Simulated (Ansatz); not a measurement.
# F3HSTi: one molecule under many settings

Aim: run F3HSTi under a spread of inputs, and see what each costs and gives.

Method: the settings change from run to run; program: Ansatz 0.2.0, Gaussian basis.

**1. The geometry**

The structure was relaxed beforehand with PBE0-D4 in a triple-zeta def2 set.

SMILES `[F][Ti]([F])([F])[SH]`, 6 atoms, charge 0, spin multiplicity 1.

Atoms are counted from 1 here; the program's logs count them from 0.

Bond lengths: F1–Ti2 1.744 Å, Ti2–F3 1.738 Å, Ti2–F4 1.744 Å, Ti2–S5 2.273 Å, S5–H6 1.349 Å. Angles: F1–Ti2–F3 112.2°, F1–Ti2–F4 107.8°, F1–Ti2–S5 109.5°, F3–Ti2–F4 112.1°, F3–Ti2–S5 105.7°, F4–Ti2–S5 109.6°, Ti2–S5–H6 90.7°.

**2. revPBE/def2-SVP**

Options: multiplicity 3, atoms shaken by 0.03 Å.

in.yaml reads:

```yaml
crystal:
  periodic: [false, false, false]
  atoms:
    - {symbol: F, position_ang: [-0.551150, -0.821855, 1.534796]}
    - {symbol: Ti, position_ang: [0.238918, -0.445151, 0.128995]}
    - {symbol: F, position_ang: [1.946193, -0.777820, 0.253576]}
    - {symbol: F, position_ang: [-0.474762, -1.410242, -1.130670]}
    - {symbol: S, position_ang: [0.109858, 1.731257, -0.405324]}
    - {symbol: H, position_ang: [-1.230216, 1.697680, -0.434223]}
basis:
  gaussian: {orbitals: def2-SVP}
magnetization: {spin_polarized: true, initial_magnetization: 2}
hamiltonian: {xc: {name: revPBE}}
output: {forces: true}
```

Command:

```
> ansatz run in.yaml --threads 4 --pin off --events-out ev --progress --plain --max-ram 10444MiB
```

The program printed, cut to the lines that bear on the results:

```text
Functional definition: revPBE
  name "revPBE"
  cite "Zhang & Yang, Phys. Rev. Lett. 80, 890 (1998) doi:10.1103/PhysRevLett.80.890"
  cite "Perdew, Burke & Ernzerhof, Phys. Rev. Lett. 77, 3865 (1996) doi:10.1103/PhysRevLett.77.3865"
[...]
1087 factors; their error is unknown
[...]
mean field -42100.36776405 eV, -1547.1599786747 hartree, gradient 5.1e-6 eV, S^2 2.003289; 8 other end points of the search recorded, 0 dependent functions left out
[...]
reference -42100.36787570 eV, -1547.1599827778 hartree; 34, 32 occupied and 62, 64 virtual orbitals, 1087 factors
Total energy: -42100.36787570 eV, -1547.1599827778 hartree
Atom 0 at    -0.551150    -0.821855     1.534796 Å, force    -2.170233    -0.574586     4.470171 eV/Å
Atom 1 at     0.238918    -0.445151     0.128995 Å, force     1.482377    -0.935276    -1.989702 eV/Å
Atom 2 at     1.946193    -0.777820     0.253576 Å, force     2.224477    -0.547518     0.119111 eV/Å
Atom 3 at    -0.474762    -1.410242    -1.130670 Å, force    -0.595185    -0.746333    -1.882748 eV/Å
Atom 4 at     0.109858     1.731257    -0.405324 Å, force     1.336097     2.049620    -0.390745 eV/Å
Atom 5 at    -1.230216     1.697680    -0.434223 Å, force    -2.277533     0.754093    -0.326088 eV/Å
Dipole moment:    -0.296224     0.732209    -0.085960 e Å
```

Wall time 20 s (4 threads of Intel Xeon at 2.50GHz, shared host).

Largest force 5.002 eV/Å, dipole 3.82 D, ⟨S²⟩ 2.003.

**3. B97/6-31G***

This run has the search for lower states set to off.

in.yaml reads:

```yaml
crystal:
  periodic: [false, false, false]
  atoms:
    - {symbol: F, position_ang: [-0.602407, -0.810958, 1.573063]}
    - {symbol: Ti, position_ang: [0.266618, -0.469749, 0.099535]}
    - {symbol: F, position_ang: [1.965139, -0.805166, 0.247586]}
    - {symbol: F, position_ang: [-0.474670, -1.392847, -1.181675]}
    - {symbol: S, position_ang: [0.116597, 1.748065, -0.375175]}
    - {symbol: H, position_ang: [-1.229277, 1.666655, -0.409635]}
basis:
  gaussian: {orbitals: "6-31G*"}
hamiltonian: {xc: {name: B97}}
scf: {lower_state_search: off}
```

The command is unchanged.

The program printed, cut to the lines that bear on the results:

```text
Functional definition: B97
  name "B97"
  cite "Becke, J. Chem. Phys. 107, 8554 (1997) doi:10.1063/1.475007"
[...]
      + integral(e_c_pw_opposite_spin*poly(b97_u_opposite, cos0, cos1, cos2))
[...]
945 factors; integrals over basis functions are off by at most 9.9e-4 eV
[...]
mean field -42115.52492208 eV, -1547.7169939582 hartree, gradient 1.7e-6 eV, S^2 0.000000; 0 other end points of the search recorded, 0 dependent functions left out
reference -42115.52497215 eV, -1547.7169957984 hartree; 33, 33 occupied and 69, 69 virtual orbitals, 945 factors
Total energy: -42115.52497215 eV, -1547.7169957984 hartree
Checks for a lower state left out: stability, starts, cluster_reference, orbital_swaps, neighbouring_geometries, increment
```

Wall time 6 s (4 threads of Intel Xeon at 2.50GHz, shared host).

**4. wB97X/def2-TZVP**

Set apart from the defaults: a point charge of 1.00 e beside it, high accuracy, the search for lower states set to full.

Changes to in.yaml since step 3:

```diff
@@ -10,4 +10,5 @@
 basis:
-  gaussian: {orbitals: "6-31G*"}
-hamiltonian: {xc: {name: B97}}
-scf: {lower_state_search: off}
+  gaussian: {orbitals: def2-TZVP, point_charges: [{charge: 1.00, position_ang: [5.525, 0.253, -0.479]}]}
+hamiltonian: {xc: {name: wB97X}}
+accuracy: high
+scf: {lower_state_search: full}
```

Launched as before.

The program printed, cut to the lines that bear on the results:

```text
Functional definition: wB97X
  name "wB97X"
  cite "Chai & Head-Gordon, J. Chem. Phys. 128, 084106 (2008) doi:10.1063/1.2834918"
  cite "Becke, J. Chem. Phys. 107, 8554 (1997) doi:10.1063/1.475007"
[...]
  # The coefficients of nought are those of the uniform gas.
[...]
      + exact_x_lr(omega)
[...]
      + integral(e_c_pw_opposite_spin*poly(b97_u_opposite, 1, cos1, cos2, cos3, cos4))
3080 factors; integrals over basis functions are off by at most 2.3e-8 eV
439 factors; integrals over basis functions are off by at most 2.1e-9 eV
[...]
mean field -42126.72086109 eV, -1548.1284371280 hartree, gradient 9.6e-8 eV, S^2 0.000000; 3 other end points of the search recorded, 0 dependent functions left out
reference -42126.72085601 eV, -1548.1284369414 hartree; 33, 33 occupied and 148, 148 virtual orbitals, 3080 factors
Total energy: -42126.72085601 eV, -1548.1284369414 hartree
```

Wall time 1.7 min (4 threads of Intel Xeon at 2.50GHz, shared host); peak memory 1.3 GiB.

**5. r2SCANh/def2-TZVP**

This run has charge +1, multiplicity 2, atoms shaken by 0.15 Å, relativity set to scalar.

in.yaml reads:

```yaml
crystal:
  periodic: [false, false, false]
  atoms:
    - {symbol: F, position_ang: [-0.651890, -0.853593, 1.306759]}
    - {symbol: Ti, position_ang: [0.619240, -0.624738, 0.096073]}
    - {symbol: F, position_ang: [2.054138, -1.006367, 0.284188]}
    - {symbol: F, position_ang: [-0.779898, -1.437090, -1.321212]}
    - {symbol: S, position_ang: [0.244958, 1.873928, -0.365734]}
    - {symbol: H, position_ang: [-1.025297, 1.598918, -0.464184]}
basis:
  gaussian: {orbitals: def2-TZVP}
total_charge: 1
magnetization: {spin_polarized: true, initial_magnetization: 1}
hamiltonian: {xc: {name: r2SCANh}, pseudopotentials: {relativity: scalar}}
output: {forces: true}
```

The command is unchanged.

The program printed, cut to the lines that bear on the results:

```text
Functional definition: r2SCANh
  name "r2SCANh"
  cite "Bursch, Neugebauer, Ehlert & Grimme, J. Chem. Phys. 156, 134105 (2022) doi:10.1063/5.0086040"
  cite "Furness, Kaplan, Ning, Perdew & Sun, J. Phys. Chem. Lett. 11, 8208 (2020) doi:10.1021/acs.jpclett.0c02405"
  cite "Furness, Kaplan, Ning, Perdew & Sun, J. Phys. Chem. Lett. 11, 9248 (2020) doi:10.1021/acs.jpclett.0c03077"
  parent r2scan
[...]
1221 factors; their error is unknown
[...]
mean field -42243.41365274 eV, -1552.4168181239 hartree, gradient 3.1e-5 eV, S^2 0.761340; 3 other end points of the search recorded, 0 dependent functions left out
[...]
reference -42243.41366895 eV, -1552.4168187198 hartree; 33, 32 occupied and 148, 149 virtual orbitals, 1221 factors
Total energy: -42243.41366895 eV, -1552.4168187198 hartree
Relativity: scalar
Atom 0 at    -0.651890    -0.853593     1.306759 Å, force     2.091953     0.401616    -0.477745 eV/Å
Atom 1 at     0.619240    -0.624738     0.096073 Å, force   -18.101466     1.565795    -4.025932 eV/Å
Atom 2 at     2.054138    -1.006367     0.284188 Å, force    12.293552    -3.455273     1.866768 eV/Å
Atom 3 at    -0.779898    -1.437090    -1.321212 Å, force     3.672850     1.913795     2.618766 eV/Å
Atom 4 at     0.244958     1.873928    -0.365734 Å, force     1.542102    -0.148273     0.138117 eV/Å
Atom 5 at    -1.025297     1.598918    -0.464184 Å, force    -1.498990    -0.277660    -0.119975 eV/Å
Dipole moment:     0.625782     0.994706     0.103434 e Å
```

It took 26 s on 4 threads of Intel Xeon at 2.50GHz, shared host; peak memory 0.71 GiB.

Largest force 18.610 eV/Å, ⟨S²⟩ 0.761.

**6. wPBEh/aug-cc-pVDZ**

Set apart from the defaults: atoms shaken by 0.15 Å, the search for lower states set to full.

in.yaml reads:

```yaml
crystal:
  periodic: [false, false, false]
  atoms:
    - {symbol: F, position_ang: [-0.615851, -0.880149, 1.426937]}
    - {symbol: Ti, position_ang: [0.124536, -0.417412, 0.210459]}
    - {symbol: F, position_ang: [1.946801, -0.875780, 0.475637]}
    - {symbol: F, position_ang: [-0.496870, -1.461306, -1.465911]}
    - {symbol: S, position_ang: [0.141569, 1.818768, -0.237100]}
    - {symbol: H, position_ang: [-1.003979, 1.573270, -0.374607]}
basis:
  gaussian: {orbitals: aug-cc-pVDZ}
hamiltonian: {xc: {name: wPBEh}}
scf: {lower_state_search: full}
```

The command is unchanged.

The program printed, cut to the lines that bear on the results:

```text
Functional definition: wPBEh
  name "wPBEh"
  cite "Heyd, Scuseria & Ernzerhof, J. Chem. Phys. 118, 8207 (2003) doi:10.1063/1.1564060"
  cite "Krukau, Vydrov, Izmaylov & Scuseria, J. Chem. Phys. 125, 224106 (2006) doi:10.1063/1.2404663"
  cite "Heyd & Scuseria, J. Chem. Phys. 120, 7274 (2004) doi:10.1063/1.1668634"
  cite "Ernzerhof & Perdew, J. Chem. Phys. 109, 3313 (1998) doi:10.1063/1.476928"
  cite "Perdew, Burke & Ernzerhof, Phys. Rev. Lett. 77, 3865 (1996) doi:10.1103/PhysRevLett.77.3865"
  parent pbe
[...]
1665 factors; their error is unknown
161 factors; integrals over basis functions are off by at most 5.2e-6 eV
[...]
mean field -42107.99184879 eV, -1547.4401586212 hartree, gradient 3.7e-5 eV, S^2 0.000000; 3 other end points of the search recorded, 0 dependent functions left out
reference -42107.99193788 eV, -1547.4401618952 hartree; 33, 33 occupied and 131, 131 virtual orbitals, 1665 factors
Total energy: -42107.99193788 eV, -1547.4401618952 hartree
```

It took 36 s on 4 threads of Intel Xeon at 2.50GHz, shared host; peak memory 0.64 GiB.

**7. wB97X/cc-pVDZ**

Set apart from the defaults: charge -1, multiplicity 2, high accuracy, the search for lower states set to full.

in.yaml reads:

```yaml
crystal:
  periodic: [false, false, false]
  atoms:
    - {symbol: F, position_ang: [-0.602407, -0.810958, 1.573063]}
    - {symbol: Ti, position_ang: [0.266618, -0.469749, 0.099535]}
    - {symbol: F, position_ang: [1.965139, -0.805166, 0.247586]}
    - {symbol: F, position_ang: [-0.474670, -1.392847, -1.181675]}
    - {symbol: S, position_ang: [0.116597, 1.748065, -0.375175]}
    - {symbol: H, position_ang: [-1.229277, 1.666655, -0.409635]}
basis:
  gaussian: {orbitals: cc-pVDZ}
total_charge: -1
magnetization: {spin_polarized: true, initial_magnetization: 1}
hamiltonian: {xc: {name: wB97X}}
accuracy: high
scf: {lower_state_search: full}
output: {forces: true}
```

Same command.

The program printed, cut to the lines that bear on the results:

```text
Functional definition: wB97X
  name "wB97X"
  cite "Chai & Head-Gordon, J. Chem. Phys. 128, 084106 (2008) doi:10.1063/1.2834918"
  cite "Becke, J. Chem. Phys. 107, 8554 (1997) doi:10.1063/1.475007"
[...]
  # The coefficients of nought are those of the uniform gas.
[...]
      + exact_x_lr(omega)
[...]
      + integral(e_c_pw_opposite_spin*poly(b97_u_opposite, 1, cos1, cos2, cos3, cos4))
2412 factors; integrals over basis functions are off by at most 3.4e-9 eV
449 factors; integrals over basis functions are off by at most 1.4e-9 eV
[...]
mean field -42124.97602413 eV, -1548.0643155524 hartree, gradient 3.1e-8 eV, S^2 0.751536; 13 other end points of the search recorded, 0 dependent functions left out
[...]
reference -42124.97601993 eV, -1548.0643153981 hartree; 34, 33 occupied and 74, 75 virtual orbitals, 2412 factors
Total energy: -42124.97601993 eV, -1548.0643153981 hartree
Atom 0 at    -0.602407    -0.810958     1.573063 Å, force    -1.214994    -0.438562     2.755468 eV/Å
Atom 1 at     0.266618    -0.469749     0.099535 Å, force    -1.331831     1.069056    -0.311714 eV/Å
Atom 2 at     1.965139    -0.805166     0.247586 Å, force     3.807286    -0.873803     0.366420 eV/Å
Atom 3 at    -0.474670    -1.392847    -1.181675 Å, force    -0.975755    -1.523572    -2.425916 eV/Å
Atom 4 at     0.116597     1.748065    -0.375175 Å, force    -0.022398     1.519385    -0.321895 eV/Å
Atom 5 at    -1.229277     1.666655    -0.409635 Å, force    -0.262308     0.247496    -0.062363 eV/Å
Dipole moment:    -0.154678    -0.151145     0.025975 e Å
```

Wall time 5.4 min (4 threads of Intel Xeon at 2.50GHz, shared host); peak memory 1.7 GiB.

Largest force 3.923 eV/Å, ⟨S²⟩ 0.752.

**8. LC-wPBE/x2c-TZVPPall**

Changes to in.yaml since step 7:

```diff
@@ -10,8 +10,4 @@
 basis:
-  gaussian: {orbitals: cc-pVDZ}
-total_charge: -1
-magnetization: {spin_polarized: true, initial_magnetization: 1}
-hamiltonian: {xc: {name: wB97X}}
-accuracy: high
-scf: {lower_state_search: full}
+  gaussian: {orbitals: x2c-TZVPPall}
+hamiltonian: {xc: {name: LC-wPBE}}
 output: {forces: true}
```

Launched as before.

The program printed, cut to the lines that bear on the results:

```text
Functional definition: LC-wPBE
  name "LC-wPBE"
  cite "Vydrov & Scuseria, J. Chem. Phys. 125, 234109 (2006) doi:10.1063/1.2409292"
  cite "Heyd & Scuseria, J. Chem. Phys. 120, 7274 (2004) doi:10.1063/1.1668634"
  cite "Ernzerhof & Perdew, J. Chem. Phys. 109, 3313 (1998) doi:10.1063/1.476928"
  cite "Perdew, Burke & Ernzerhof, Phys. Rev. Lett. 77, 3865 (1996) doi:10.1103/PhysRevLett.77.3865"
  parent pbe
[...]
1252 factors; their error is unknown
328 factors; integrals over basis functions are off by at most 2.1e-5 eV
[...]
mean field -42272.38194908 eV, -1553.4813833791 hartree, gradient 1.1e-5 eV, S^2 0.000000; 0 other end points of the search recorded, 0 dependent functions left out
[...]
reference -42272.38194909 eV, -1553.4813833794 hartree; 33, 33 occupied and 180, 180 virtual orbitals, 1252 factors
Total energy: -42272.38194909 eV, -1553.4813833794 hartree
Relativity: scalar
Atom 0 at    -0.602407    -0.810958     1.573063 Å, force     0.095258     0.012117    -0.127258 eV/Å
Atom 1 at     0.266618    -0.469749     0.099535 Å, force    -0.038548     0.065988    -0.017675 eV/Å
Atom 2 at     1.965139    -0.805166     0.247586 Å, force    -0.150362     0.001672    -0.006600 eV/Å
Atom 3 at    -0.474670    -1.392847    -1.181675 Å, force     0.083369     0.064665     0.120347 eV/Å
Atom 4 at     0.116597     1.748065    -0.375175 Å, force    -0.175651    -0.157374     0.027109 eV/Å
Atom 5 at    -1.229277     1.666655    -0.409635 Å, force     0.185934     0.012932     0.004077 eV/Å
Dipole moment:    -0.145426     0.073576    -0.020455 e Å
```

It took 7.5 s on 4 threads of Intel Xeon at 2.50GHz, shared host.

Largest force 0.237 eV/Å, dipole 0.79 D.

**9. r2SCAN0/def2-TZVPD**

Options: atoms shaken by 0.03 Å, D3(BJ) dispersion.

in.yaml reads:

```yaml
crystal:
  periodic: [false, false, false]
  atoms:
    - {symbol: F, position_ang: [-0.626826, -0.836621, 1.608853]}
    - {symbol: Ti, position_ang: [0.252410, -0.505045, 0.114588]}
    - {symbol: F, position_ang: [1.954016, -0.793271, 0.277626]}
    - {symbol: F, position_ang: [-0.461510, -1.368231, -1.175669]}
    - {symbol: S, position_ang: [0.117530, 1.749399, -0.351728]}
    - {symbol: H, position_ang: [-1.284191, 1.661998, -0.366882]}
basis:
  gaussian: {orbitals: def2-TZVPD}
hamiltonian: {xc: {name: r2SCAN0}, dispersion: d3bj}
output: {forces: true}
```

The command is unchanged.

The program printed, cut to the lines that bear on the results:

```text
Warning: the engine holds no damping parameters fitted to this dispersion correction and functional, so the run takes those fitted to r2scan0 beside the three-body term, which d3bj leaves out (hamiltonian.dispersion, under Limitations)
Functional definition: r2SCAN0
  name "r2SCAN0"
  cite "Bursch, Neugebauer, Ehlert & Grimme, J. Chem. Phys. 156, 134105 (2022) doi:10.1063/5.0086040"
  cite "Furness, Kaplan, Ning, Perdew & Sun, J. Phys. Chem. Lett. 11, 8208 (2020) doi:10.1021/acs.jpclett.0c02405"
  cite "Furness, Kaplan, Ning, Perdew & Sun, J. Phys. Chem. Lett. 11, 9248 (2020) doi:10.1021/acs.jpclett.0c03077"
  parent r2scan
[...]
1447 factors; their error is unknown
[...]
mean field -42121.80830545 eV, -1547.9479040380 hartree, gradient 1.1e-5 eV, S^2 0.000000; 0 other end points of the search recorded, 0 dependent functions left out
[...]
reference -42121.80832660 eV, -1547.9479048153 hartree; 33, 33 occupied and 190, 190 virtual orbitals, 1447 factors
Total energy: -42121.84927809 eV, -1547.9494097550 hartree
Atom 0 at    -0.626826    -0.836621     1.608853 Å, force     0.300269     0.051161    -0.586925 eV/Å
Atom 1 at     0.252410    -0.505045     0.114588 Å, force     0.081542     1.130295     1.257486 eV/Å
Atom 2 at     1.954016    -0.793271     0.277626 Å, force     0.009555    -0.097847    -0.039796 eV/Å
Atom 3 at    -0.461510    -1.368231    -1.175669 Å, force    -0.409891    -0.602619    -0.730521 eV/Å
Atom 4 at     0.117530     1.749399    -0.351728 Å, force    -1.367364    -0.560527     0.094802 eV/Å
Atom 5 at    -1.284191     1.661998    -0.366882 Å, force     1.385889     0.079537     0.004954 eV/Å
Dipole moment:    -0.148908     0.047901    -0.077946 e Å
```

Run time: 13 s. Hardware: 4 threads of Intel Xeon at 2.50GHz, shared host; peak memory 0.73 GiB.

Largest force 1.693 eV/Å, dipole 0.84 D.

**10. SPW92/x2c-TZVPPall**

Options: charge +1, multiplicity 2, high accuracy.

in.yaml reads:

```yaml
crystal:
  periodic: [false, false, false]
  atoms:
    - {symbol: F, position_ang: [-0.602407, -0.810958, 1.573063]}
    - {symbol: Ti, position_ang: [0.266618, -0.469749, 0.099535]}
    - {symbol: F, position_ang: [1.965139, -0.805166, 0.247586]}
    - {symbol: F, position_ang: [-0.474670, -1.392847, -1.181675]}
    - {symbol: S, position_ang: [0.116597, 1.748065, -0.375175]}
    - {symbol: H, position_ang: [-1.229277, 1.666655, -0.409635]}
basis:
  gaussian: {orbitals: x2c-TZVPPall}
total_charge: 1
magnetization: {spin_polarized: true, initial_magnetization: 1}
hamiltonian: {xc: {name: SPW92}}
accuracy: high
output: {forces: true}
```

Same command.

The program printed, cut to the lines that bear on the results:

```text
Functional definition: SPW92
  name "SPW92"
  cite "Dirac, Proc. Camb. Phil. Soc. 26, 376 (1930) doi:10.1017/S0305004100016108"
  cite "Slater, Phys. Rev. 81, 385 (1951) doi:10.1103/PhysRev.81.385"
  cite "Perdew & Wang, Phys. Rev. B 45, 13244 (1992) doi:10.1103/PhysRevB.45.13244"
[...]
3621 factors; integrals over basis functions are off by at most 4.5e-8 eV
[...]
mean field -42128.53912446 eV, -1548.1952570745 hartree, gradient 3.3e-8 eV, S^2 0.752247; 4 other end points of the search recorded, 0 dependent functions left out
[...]
reference -42128.53913020 eV, -1548.1952572853 hartree; 33, 32 occupied and 180, 181 virtual orbitals, 3621 factors
Total energy: -42128.53913020 eV, -1548.1952572853 hartree
Relativity: scalar
Atom 0 at    -0.602407    -0.810958     1.573063 Å, force     0.626931     0.550119    -1.018683 eV/Å
Atom 1 at     0.266618    -0.469749     0.099535 Å, force     0.326767    -3.936252     0.841047 eV/Å
Atom 2 at     1.965139    -0.805166     0.247586 Å, force    -1.210312     0.402407    -0.138016 eV/Å
Atom 3 at    -0.474670    -1.392847    -1.181675 Å, force     0.542624     0.928188     0.762387 eV/Å
Atom 4 at     0.116597     1.748065    -0.375175 Å, force     0.450106     1.987002    -0.403769 eV/Å
Atom 5 at    -1.229277     1.666655    -0.409635 Å, force    -0.736116     0.068536    -0.042966 eV/Å
Dipole moment:    -0.297433     1.070231    -0.237539 e Å
```

It took 24 s on 4 threads of Intel Xeon at 2.50GHz, shared host; peak memory 1.2 GiB.

Largest force 4.038 eV/Å, ⟨S²⟩ 0.752.

**11. All runs side by side**

```csv
level,charge,multiplicity,geometry,functions,energy (eV),time
revPBE/def2-SVP,0,3,shaken,96,-42100.368,20 s
B97/6-31G*,0,1,relaxed,102,-42115.525,6 s
wB97X/def2-TZVP,0,1,"relaxed, point charge",181,-42126.721,1.7 min
r2SCANh/def2-TZVP,1,2,shaken,181,-42243.414,26 s
wPBEh/aug-cc-pVDZ,0,1,shaken,164,-42107.992,36 s
wB97X/cc-pVDZ,-1,2,relaxed,108,-42124.976,5.4 min
LC-wPBE/x2c-TZVPPall,0,1,relaxed,213,-42272.382,7.5 s
r2SCAN0/def2-TZVPD,0,1,shaken,223,-42121.849,13 s
SPW92/x2c-TZVPPall,1,2,relaxed,213,-42128.539,24 s
```

**12. Outcome**

```
                                         quantity                   value
                                             runs                       9
                                         quickest         B97/6-31G*, 6 s
                                          slowest  wB97X/cc-pVDZ, 5.4 min
spread of total energies, same state and geometry                156.9 eV
```

In words: wB97X/cc-pVDZ took 54 times as long as B97/6-31G*. The jobs differ in tasks and options as well as level. The totals spread over 157 eV; they can't be compared across methods or bases. Some of these runs are scalar-relativistic and others not, which shifts the totals of all-electron atoms past neon by eV; core potentials, where a basis has them, take the core out of the total altogether. At the PBE0-D4/def2-TZVP geometry and in the same state, runs without warnings or point charges leave forces up to 0.24 eV/Å (LC-wPBE/x2c-TZVPPall), against 1.7 eV/Å where the atoms were moved.
